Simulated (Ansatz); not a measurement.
AgSbSeS, space group P4/mmm, a band structure

With Ansatz's Python interface.

Run as a notebook:

**Cell 1**
```python
from pathlib import Path

import ansatz as az
import matplotlib.pyplot as plt
import numpy as np
from pymatgen.core import Lattice, Structure
from pymatgen.io.ase import AseAtomsAdaptor
```

**Cell 2**
```python
pmg_structure = Structure(
    Lattice([(3.953368, 0.0, 0.0), (0.0, 3.953368, 0.0), (0.0, 0.0, 5.781907)]),
    ['Ag', 'Sb', 'Se', 'S'],
    [
        (0.0, 0.0, 0.0),
        (0.5, 0.5, 0.5),
        (0.5, 0.5, 0.0),
        (0.0, 0.0, 0.5),
    ],
)
xtal = az.Crystal.from_ase(AseAtomsAdaptor.get_atoms(pmg_structure))

# vertices of the path, as fractions of the reciprocal vectors
path = [
    ('G', (0.0, 0.0, 0.0)),
    ('X', (0.0, 0.5, 0.0)),
    ('M', (0.5, 0.5, 0.0)),
    ('G', (0.0, 0.0, 0.0)),
    ('Z', (0.0, 0.0, 0.5)),
    ('R', (0.0, 0.5, 0.5)),
    ('A', (0.5, 0.5, 0.5)),
]
calculation = (
    xtal.calculation()
    .pseudopotentials('paw')
    .occupations('Fermi-Dirac', width=0.02)  # smearing steadies the SCF of a metal
    .functional('r2scan')
    .kpoints(mesh=(5, 5, 4))  # the mesh must be finer for metals
    .band_structure([point for _, point in path], intervals=10)  # levels along the path at the converged density
    .scf(extra_bands=8)
    .populations()
)
out = calculation.run()
r = out.report
```
Output:
```text
DeckWarning: basis.ecutwfc = 500 eV, auto-derived from the records' recommended cutoffs: set by Ag (their level for a meta-GGA)
```

**Cell 3**
```python
r['n_kpoints'], r['n_symmetry_ops'], r['n_pw']
```
Output:
```text
(18, 16, 2309)
```

**Cell 4**
```python
print(f'free energy      {r["free_energy_ev"]:.5f} eV')
print(f'per atom         {r["free_energy_ev"] / len(out.lattice.sites):.5f} eV')
print(f'SCF iterations   {r["n_iterations"]}  (converged: {r["converged"]})')
```
Output:
```text
free energy      -20487.51582 eV
per atom         -5121.87896 eV
SCF iterations   8  (converged: True)
```

**Cell 5**
```python
files = Path(out.write_results('tables'))
print((files / 'populations.tsv').read_text())

bands = out.band_structure()
fermi = bands.fermi_energy_ev
print(f'zero of the bands: {fermi:.3f} eV, the Fermi level found on the SCF mesh')
reciprocal = 2 * np.pi * np.linalg.inv(out.lattice.cell_ang).T
steps = np.linalg.norm(np.diff(bands.kpoints_frac @ reciprocal, axis=0), axis=1)
distance = np.concatenate([[0], np.cumsum(steps)])
fig, ax = plt.subplots(figsize=(5, 4))
for channel, colour in zip(bands.channels, ('C0', 'C3')):
    ax.plot(distance, channel.eigenvalues_ev - fermi, colour, lw=1)
ax.set_xticks(distance[::10], [label for label, _ in path])
ax.set(ylim=(-4, 4), ylabel='E - E_F (eV)', xlim=(0, distance[-1]))
ax.grid(axis='x')
fig.savefig('bands.png', dpi=100)
first = bands.channels[0].eigenvalues_ev - fermi
near = np.argsort(np.abs(first.mean(axis=0)))[:4]
for band in sorted(near):
    print(f'band {band + 1}: {first[:, band].min():.3f} to {first[:, band].max():.3f} eV')
```
Output:
```text
# site	symbol	l	j	q
# orbitals = lowdin
# n_electrons = 56.000000
# spilling = 0.003583
0	Ag	0_4S	-	1.996993
0	Ag	0_5S	-	0.555284
0	Ag	1_4P	-	5.999042
0	Ag	2_4D	-	9.873532
1	Sb	0_5S	-	1.877991
1	Sb	1_5P	-	2.457977
1	Sb	2_4D	-	9.998859
2	Se	0_4S	-	1.875638
2	Se	1_4P	-	4.698530
2	Se	2_3D	-	9.999851
3	S	0_3S	-	1.842956
3	S	1_3P	-	4.622700

zero of the bands: 10.204 eV, the Fermi level found on the SCF mesh
band 26: -3.256 to -0.437 eV
band 27: -3.091 to -0.390 eV
band 28: -3.081 to 0.208 eV
band 29: -0.269 to 2.705 eV
```

Reading the output:
- Absolute energies stand on the zero of these potentials, so only differences at equal settings mean something.
- For a metal this k-point mesh is coarse: on a finer one energies can move by several to tens of meV an atom and pressures by half a GPa or more, differences at one mesh by less.
- The structure comes from a database of computed cells and needn't be a stable or known phase.
- Gaps and levels are Kohn-Sham values on a finite set of k-points, without spin-orbit coupling.
- Warnings are shown shortened and without file and line.
- Timing: 18 s on 1 thread of Arm Neoverse V2, with other jobs on the host, peak memory 0.68 GiB.

(Lines on the test bed's own set-up are left out of the output.)
